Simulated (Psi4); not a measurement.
# GeSiNH7 (SMILES [SiH3][NH][GeH3]): BLYP/def2-SVP

Aim: the vertical ionisation energy of GeSiNH7 at BLYP/def2-SVP, from 2 runs. 

The calculation is run with Psi4 1.11.

3 further runs of the same task are left out: 3 set aside as unsound or not needed.

### Step 1. Starting point

GeSiNH7 has 10 atoms, charge 0, and is taken as a singlet. As SMILES, `[SiH3][NH][GeH3]`. Geometry: relaxed at PBE0-D4/def2-TZVP.

Bond lengths: Si1–N2 1.718 Å, N2–Ge3 1.839 Å, Si1–H4 1.486 Å, Si1–H5 1.489 Å, Si1–H6 1.492 Å, N2–H7 1.009 Å, Ge3–H8 1.534 Å, Ge3–H9 1.543 Å, Ge3–H10 1.538 Å. Some angles: Si1–N2–Ge3 127.5°, Si1–N2–H7 117.0°, Ge3–N2–H7 114.2°, N2–Si1–H4 107.3°, N2–Si1–H5 110.3°, N2–Si1–H6 114.2°, N2–Ge3–H8 106.7°, N2–Ge3–H9 111.7°, N2–Ge3–H10 108.4°, H4–Si1–H5 110.0°.

### Step 2. Energy and gradient at BLYP/def2-SVP

job.json reads:

```json
{
 "schema_name": "qcschema_input",
 "schema_version": 1,
 "molecule": {
  "schema_name": "qcschema_molecule",
  "schema_version": 2,
  "symbols": ["Si", "N", "Ge", "H", "H", "H", "H", "H", "H", "H"],
  "geometry": [-2.16713792, 0.98681498, -1.78692502, 0.87191963, 0.60301161, -0.70997011, 1.92770962, -1.27707692, 2.01482599, -3.63526615, -1.26328191, -0.96924053, -2.19246025, 1.18523623, -4.59297935, -3.4685923, 3.28018661, -0.78631504, 2.19038155, 1.80072002, -1.39178329, -0.03571582, -3.37769648, 2.38559026, 2.11630429, 0.34090659, 4.4325416, 4.55008256, -2.37576368, 1.40954672],
  "molecular_charge": 0,
  "molecular_multiplicity": 1,
  "fix_symmetry": "c1",
  "fix_com": true,
  "fix_orientation": true
 },
 "driver": "gradient",
 "model": {
  "method": "blyp",
  "basis": "def2-SVP"
 },
 "keywords": {
  "puream": true,
  "e_convergence": 1e-09,
  "d_convergence": 1e-08,
  "scf_type": "pk",
  "dft_radial_points": 99,
  "dft_spherical_points": 590,
  "scf_properties": ["LOWDIN_CHARGES", "QUADRUPOLE", "WIBERG_LOWDIN_INDICES"]
 }
}
```

Started as:

```sh
$ psi4 --qcschema job.json -n 1 --memory 1600MB
```

stdout:

```text
[...]
  Running in c1 symmetry.
[...]
  Nuclear repulsion =  261.251374898150004
[...]
  Multiplicity = 1
[...]
  Nalpha       = 30
  Nbeta        = 30
[...]
    Number of basis functions: 99
[...]
   @RKS iter   1: -2423.36517782246165   -1.54199e+00   2.60057e-02 ADIIS/DIIS
[...]
   @RKS iter  12: -2425.07724332076987   -4.54747e-13   3.75027e-09 DIIS
[...]
    Orbital Energies [Eh]
    ---------------------
    Doubly Occupied:
       1A   -397.150128     2A    -65.473003     3A    -49.177276
       4A    -43.814947     5A    -43.814667     6A    -43.814382
       7A    -13.994824     8A     -5.969383     9A     -5.060964
      10A     -4.191844    11A     -4.190411    12A     -4.189708
      13A     -3.483892    14A     -3.482898    15A     -3.482334
      16A     -1.103021    17A     -1.100839    18A     -1.099778
      19A     -1.098114    20A     -1.097896    21A     -0.741777
      22A     -0.504040    23A     -0.475233    24A     -0.385487
      25A     -0.327540    26A     -0.317007    27A     -0.300247
      28A     -0.292589    29A     -0.286376    30A     -0.206317
[...]
  @RKS Final Energy: -2425.07724332076987
   => Energetics <=
    Nuclear Repulsion Energy =            261.2513748981500044
    One-Electron Energy =               -3894.0640812309893590
    Two-Electron Energy =                1317.2206595418444977
    DFT Exchange-Correlation Energy =    -109.4851965297752230
    Empirical Dispersion Energy =           0.0000000000000000
    VV10 Nonlocal Energy =                  0.0000000000000000
    Total Energy =                      -2425.0772433207698668
[...]
 Multipole Moments:
 ------------------------------------------------------------------------------------
     Multipole            Electronic (a.u.)      Nuclear  (a.u.)        Total (a.u.)
 ------------------------------------------------------------------------------------
 L = 1.  Multiply by 2.5417464519 to convert [e a0] to [Debye]
 Dipole X            :        -36.5871328           36.9749482            0.3878155
 Dipole Y            :         23.3414387          -23.2396631            0.1017756
 Dipole Z            :        -34.9328176           34.9750510            0.0422334
 Magnitude           :                                                    0.4031660
 L = 2.  Multiply by 1.3450342976 to convert [e a0^2] to [Debye ang]
 Quadrupole XX       :       -280.2274047          250.0207983          -30.2066064
 Quadrupole XY       :        121.6183138         -120.4455306            1.1727832
[...]
  -Total Gradient:
     Atom            X                  Y                   Z
    ------   -----------------  -----------------  -----------------
       1        0.011574773114    -0.002032563814     0.004508445871
       2       -0.002769583813     0.004919129208    -0.001218211530
       3       -0.003383008035     0.003390589291    -0.005924913317
       4        0.003090695291     0.003749772726    -0.001041654332
       5        0.000498520172    -0.000530237622     0.005521550829
       6        0.003391631030    -0.004583357688    -0.001479357286
       7       -0.009908086944    -0.008533358869     0.005006926630
       8        0.003297715058     0.003902851600    -0.000841975231
       9       -0.000652921223    -0.002605512279    -0.005391807201
      10       -0.005147126471     0.002330618827     0.000848913706
[...]
```

Run time: 26 s. Hardware: 1 thread of Intel Xeon Platinum 8559C (Emerald Rapids), shared host; peak memory 0.84 GiB.

### Step 3. The doublet cation, same level

geh7nsi.dat reads:

```
memory 1.6 GB

molecule system {
  1 2
  Si    -2.16713792     0.98681498    -1.78692502
  N      0.87191963     0.60301161    -0.70997011
  Ge     1.92770962    -1.27707692     2.01482599
  H     -3.63526615    -1.26328191    -0.96924053
  H     -2.19246025     1.18523623    -4.59297935
  H     -3.46859230     3.28018661    -0.78631504
  H      2.19038155     1.80072002    -1.39178329
  H     -0.03571582    -3.37769648     2.38559026
  H      2.11630429     0.34090659     4.43254160
  H      4.55008256    -2.37576368     1.40954672
  units au
  symmetry c1
}

set globals {
  reference uks
  puream true
  e_convergence 1e-09
  d_convergence 1e-08
  scf_type pk
  dft_radial_points 99
  dft_spherical_points 590
  maxiter 100
}

e, wfn = gradient("blyp/def2-SVP", return_wfn=True)
oeprop(wfn, "QUADRUPOLE", "WIBERG_LOWDIN_INDICES", "MAYER_INDICES")
```

Started as:

```sh
$ psi4 -n 1 geh7nsi.dat geh7nsi.out
```

geh7nsi.out (excerpt; [...] marks lines left out):

```text
[...]
  Running in c1 symmetry.
[...]
  Nuclear repulsion =  261.251374898150004
[...]
  Multiplicity = 2
[...]
  Nalpha       = 30
  Nbeta        = 29
[...]
    Number of basis functions: 99
[...]
   @UKS iter   1: -2423.22040068227943   -1.39721e+00   2.53913e-02 ADIIS/DIIS
[...]
   @UKS iter  16: -2424.75496036143386   -2.72848e-12   2.27624e-09 DIIS
[...]
   @S^2 Observed:                7.545377499E-01
[...]
  @UKS Final Energy: -2424.75496036143386
   => Energetics <=
    Nuclear Repulsion Energy =            261.2513748981500044
    One-Electron Energy =               -3880.7981316398872877
    Two-Electron Energy =                1303.9670677555466227
    DFT Exchange-Correlation Energy =    -109.1752713752434687
    Empirical Dispersion Energy =           0.0000000000000000
    VV10 Nonlocal Energy =                  0.0000000000000000
    Total Energy =                      -2424.7549603614338594
[...]
  -Total Gradient:
     Atom            X                  Y                   Z
    ------   -----------------  -----------------  -----------------
       1        0.047530213733     0.014012983940     0.022162089447
       2       -0.009021075346    -0.011322193058    -0.006241973445
       3       -0.010574628312     0.036247727607    -0.025402862041
       4       -0.001078774980     0.001073376169    -0.003272878588
       5       -0.005087901235    -0.003572793269     0.004751190068
       6       -0.003605310255    -0.010003361907    -0.005556960271
       7       -0.017155241541    -0.013233562847     0.010783318406
       8        0.003938772785    -0.000719286520     0.001092705084
       9       -0.000011733387    -0.009649218097    -0.001704013786
      10       -0.004942139060    -0.002825532573     0.003376422644
[...]
 Multipole Moments:
[...]
```

Wall time 49 s (1 thread of Intel Xeon Platinum 8559C (Emerald Rapids), shared host); peak memory 0.85 GiB.

### Step 4. Results

At BLYP/def2-SVP:

```
                                          quantity           value
                     singlet GeSiNH7: total energy  -2425.07724 Eh
                    singlet GeSiNH7: dipole moment          1.02 D
                      singlet GeSiNH7: HOMO energy        -5.61 eV
                      singlet GeSiNH7: LUMO energy        -0.31 eV
                    singlet GeSiNH7: HOMO–LUMO gap         5.31 eV
         singlet GeSiNH7: largest force on an atom      0.720 eV/Å
                      doublet cation: total energy  -2424.75496 Eh
doublet cation: HOMO energy (highest over α and β)       -12.93 eV
 doublet cation: LUMO energy (lowest over α and β)       -11.82 eV
                              doublet cation: ⟨S²⟩           0.755
          doublet cation: largest force on an atom      2.791 eV/Å
vertical ionisation energy (to the doublet cation)        8.770 eV
```

What this shows: The vertical ionisation energy comes to 8.77 eV (202 kcal/mol). The largest force (singlet GeSiNH7) is 0.72 eV/Å: the shape isn't a stationary point for this species at this level. −ε(HOMO) before ionisation, 5.61 eV, is 3.16 eV below this ionisation energy.
